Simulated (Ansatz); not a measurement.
# C₁₂H₁₂Sn: how energies converge with the basis set

An exercise on one series of results from a longer session: the logs are not shown, and one member is left open.

Program: Ansatz 0.2.0, Gaussian basis. Level of theory: one geometry, several basis sets. These are calculated values, not measurements.

Plan: PBE0-D4/def2-SVP; ωB97M-V/def2-SVP; PBE0-D4/def2-QZVPP; ωB97M-V/def2-QZVPP; the functionals' def2-TZVPP values are taken from earlier runs.

## The geometry

The geometry comes from an earlier relaxation with PBE0-D4 in a triple-zeta def2 set; it is a stationary point, not always the lowest conformer. Sn takes the def2 core potential; no spin-orbit term is included.

25 atoms, charge 0, spin multiplicity 1.

Atoms are counted from 1 here; the program's logs count them from 0.

Bond lengths: C1–C2 1.387 Å, C1–C13 1.387 Å, C1–H14 1.084 Å, C2–C3 1.388 Å, C2–H15 1.084 Å, C3–C4 1.394 Å, C3–H16 1.086 Å, C4–Sn5 2.132 Å, C4–C12 1.393 Å, Sn5–C6 2.132 Å, Sn5–H17 1.712 Å, Sn5–H18 1.712 Å, C6–C7 1.394 Å, C6–C11 1.393 Å, C7–C8 1.388 Å, C7–H19 1.086 Å, C8–C9 1.387 Å, C8–H20 1.084 Å and more. Angles: C2–C1–C13 119.8°, C2–C1–H14 120.1°, C13–C1–H14 120.1°, C1–C2–C3 120.0°, C1–C2–H15 120.1°, C3–C2–H15 119.9°, C2–C3–C4 120.8°, C2–C3–H16 119.0°, C4–C3–H16 120.2°, C3–C4–Sn5 120.2°, C3–C4–C12 118.6°, Sn5–C4–C12 121.2°, C4–Sn5–C6 107.4°, C4–Sn5–H17 108.0°, C4–Sn5–H18 112.3°, C6–Sn5–H17 112.3°, C6–Sn5–H18 108.0°, H17–Sn5–H18 109.0° and more.

Coordinates:

```xyz
25

C    -3.92539   -0.75639    0.87108
C    -2.78087   -0.46083    1.59683
C    -1.52937   -0.65581    1.03012
C    -1.40326   -1.14936   -0.26738
Sn    0.52773   -1.43068   -1.12497
C     1.75233    0.19207   -0.48391
C     1.20477    1.46494   -0.33300
C     1.98882    2.52921    0.08920
C     3.33336    2.33326    0.36765
C     3.89026    1.07115    0.22580
C     3.10305    0.00860   -0.19576
C    -2.56129   -1.43732   -0.98652
C    -3.81464   -1.24420   -0.42229
H    -4.90377   -0.60378    1.31261
H    -2.86214   -0.07605    2.60747
H    -0.64472   -0.41102    1.61031
H     0.34857   -1.47460   -2.82686
H     1.26221   -2.88700   -0.60527
H     0.15211    1.63487   -0.53850
H     1.54787    3.51356    0.20195
H     3.94687    3.16383    0.69816
H     4.94011    0.91214    0.44638
H     3.55460   -0.97391   -0.29470
H    -2.49390   -1.81389   -2.00269
H    -4.70650   -1.47292   -0.99533
```

The first run:

The input, in.yaml:

```yaml
crystal:
  periodic: [false, false, false]
  atoms:
    - {symbol: C, position_ang: [-3.925391, -0.756389, 0.871082]}
    - {symbol: C, position_ang: [-2.780869, -0.460827, 1.596832]}
    - {symbol: C, position_ang: [-1.529374, -0.655808, 1.030116]}
    - {symbol: C, position_ang: [-1.403257, -1.149365, -0.267379]}
    - {symbol: Sn, position_ang: [0.527734, -1.430676, -1.124973]}
    - {symbol: C, position_ang: [1.752331, 0.192071, -0.483906]}
    - {symbol: C, position_ang: [1.204775, 1.464936, -0.332998]}
    - {symbol: C, position_ang: [1.988817, 2.529205, 0.089198]}
    - {symbol: C, position_ang: [3.333361, 2.333264, 0.367651]}
    - {symbol: C, position_ang: [3.890264, 1.071153, 0.225803]}
    - {symbol: C, position_ang: [3.103052, 0.008598, -0.195763]}
    - {symbol: C, position_ang: [-2.561290, -1.437317, -0.986522]}
    - {symbol: C, position_ang: [-3.814644, -1.244199, -0.422285]}
    - {symbol: H, position_ang: [-4.903771, -0.603781, 1.312609]}
    - {symbol: H, position_ang: [-2.862139, -0.076045, 2.607468]}
    - {symbol: H, position_ang: [-0.644722, -0.411015, 1.610310]}
    - {symbol: H, position_ang: [0.348566, -1.474605, -2.826855]}
    - {symbol: H, position_ang: [1.262207, -2.886996, -0.605266]}
    - {symbol: H, position_ang: [0.152110, 1.634874, -0.538496]}
    - {symbol: H, position_ang: [1.547871, 3.513561, 0.201945]}
    - {symbol: H, position_ang: [3.946866, 3.163833, 0.698157]}
    - {symbol: H, position_ang: [4.940108, 0.912140, 0.446384]}
    - {symbol: H, position_ang: [3.554596, -0.973909, -0.294698]}
    - {symbol: H, position_ang: [-2.493897, -1.813886, -2.002685]}
    - {symbol: H, position_ang: [-4.706503, -1.472917, -0.995327]}
basis:
  gaussian: {orbitals: def2-SVP}
hamiltonian: {xc: pbe0, dispersion: d4}
output: {orbitals: {seedname: orbitals}}
```

Command:

```bash
> ansatz run in.yaml --threads 11 --pin off --events-out ev --progress --plain --max-ram 166912MiB --backend cpu
```

Among the steps run: PBE0-D4 in def2-SVP; ωB97M-V in def2-SVP; PBE0-D4 in def2-QZVPP; ωB97M-V in def2-QZVPP.

One of the session's tables, all rows but one given; the rest of the session is left out.

It belongs to the step «Functionals by basis». 

| functional | basis | HOMO (eV) |
| --- | --- | --- |
| PBE0-D4 | def2-SVP | -7.21 |
| PBE0-D4 | def2-TZVPP | ? |
| PBE0-D4 | def2-QZVPP | -7.25 |
| ωB97M-V | def2-SVP | -9.26 |
| ωB97M-V | def2-TZVPP | -9.29 |
| ωB97M-V | def2-QZVPP | -9.30 |

Q: Estimate the row for PBE0-D4, def2-TZVPP from the others.

The run gave: HOMO (eV): -7.23. In the column «HOMO (eV)» it lies between PBE0-D4, def2-QZVPP (-7.25) and PBE0-D4, def2-SVP (-7.21).
